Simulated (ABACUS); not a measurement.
## HPbNO4 in ABACUS: the effect of functional

Crystal: HPbNO4.

```
CELL_PARAMETERS angstrom
5.02111 0.00000 0.00000
0.00000 5.70698 0.00000
0.00000 0.00000 7.38553
ATOMIC_POSITIONS crystal
H 0.00000 0.50000 0.19317
H 0.50000 0.00000 0.80683
Pb 0.50000 0.50000 0.95257
Pb 0.00000 0.00000 0.04743
N 0.00000 0.00000 0.63654
N 0.50000 0.50000 0.36346
O 0.00000 0.50000 0.05860
O 0.50000 0.00000 0.94140
O 0.00000 0.19569 0.72995
O 0.00000 0.80431 0.72995
O 0.00000 0.00000 0.46750
O 0.50000 0.69569 0.27005
O 0.50000 0.30431 0.27005
O 0.50000 0.50000 0.53250
```

The cell was built by a generator and needn't be a form met in nature.

The cell isn't the ideal one: volume scaled by 1.06.

Alike in all runs:

| Quantity | Value |
| --- | --- |
| Program | ABACUS 3.10.1 |
| Task | equation of state |
| Potentials or basis | SG15 ONCV 1.2 PBE |
| Cutoff | 1361 eV |
| Density cutoff | 5442 eV |
| Basis | DZP LCAO (the cutoffs set its grid) |
| k mesh | 4 × 4 × 3 |
| Occupations | fermi-dirac, width 0.05 eV |
| Spin | no spin polarisation |

```tsv
functional	gap on the mesh (eV)	pressure (GPa)	largest force (eV/Å)
LDA	2.34	-5.2	0.95
PBEsol	?	?	?
SOGGA	2.40	-3.9	0.65
WC	2.44	-3.4	0.56
r2SCAN	2.88	-4.8	0.49
```

Task: What does the run with functional PBEsol give?

Result: gap on the mesh 2.42 eV; pressure -3.5 GPa; largest force 0.64 eV/Å.

Caveats: the atomic orbitals were generated for these runs and aren't a published set; the potentials were made for another functional, which shifts forces and pressure; spin-orbit coupling is left out, which as a rule narrows the gap of such compounds by several tenths of an eV; an odd mesh through Γ misses points on the zone boundary, where band edges often lie; the basis of atomic orbitals isn't converged, which shifts pressures, moduli and gaps.

Runs at the PBE level aren't shown here.
